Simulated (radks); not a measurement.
**Taking charge from the 4d level of Sn in fractions**

The task here is to estimate one member of a computed series from the others.

Method: scalar-relativistic Kohn-Sham, PBE, spin-unpolarised, spherical densities, point nucleus. Code: radks (a radial shooting solver on a logarithmic mesh, Libxc functionals) version 1.

## The atom as given

| Property | Result |
| --- | --- |
| element | tin (Z = 50) |
| charge | 0 |
| electrons | 50 |
| configuration | [Kr] 4d10 5s2 5p2 |

The outer shells:

Sn
```
[Kr] core
4d [↑↓][↑↓][↑↓][↑↓][↑↓]
5s [↑↓]
5p [↑ ][↑ ][  ]
```

Set-up of the first run:

Settings of this run:

```text
Z 50
configuration [Kr] 4d10 5s2 5p2
relativity scalar-relativistic
functional pbe,pbe
spin unpolarised
nucleus point
c 137.035999084
```

Steps of the session up to this table: Start: [Kr] 4d10 5s2 5p2.

One table of the session follows, with a row left open; its other results are not shown here.

It belongs to the step «Start: [Kr] 4d10 5s2 5p2». From the orbitals of this run (lengths in bohr):

```
level     <r>  outermost maximum (interpolated)  90 % within  nodes
   3s  0.3393                             0.308        0.499      2
   3p  0.3377                             0.301        0.507      1
   3d       ?                                 ?            ?      ?
   4s  0.8186                             0.746         1.18      3
   4p  0.8859                             0.788         1.30      2
   4d   1.099                             0.887         1.71      1
   5s   2.397                              2.01         3.57      4
   5p   3.251                              2.56         5.03      3
```

**Question.** Estimate the row for 3d.

As computed: <r>: 0.3146; outermost maximum (interpolated): 0.251; 90 % within: 0.496; nodes: 0. In the column «<r>» it is the lowest.
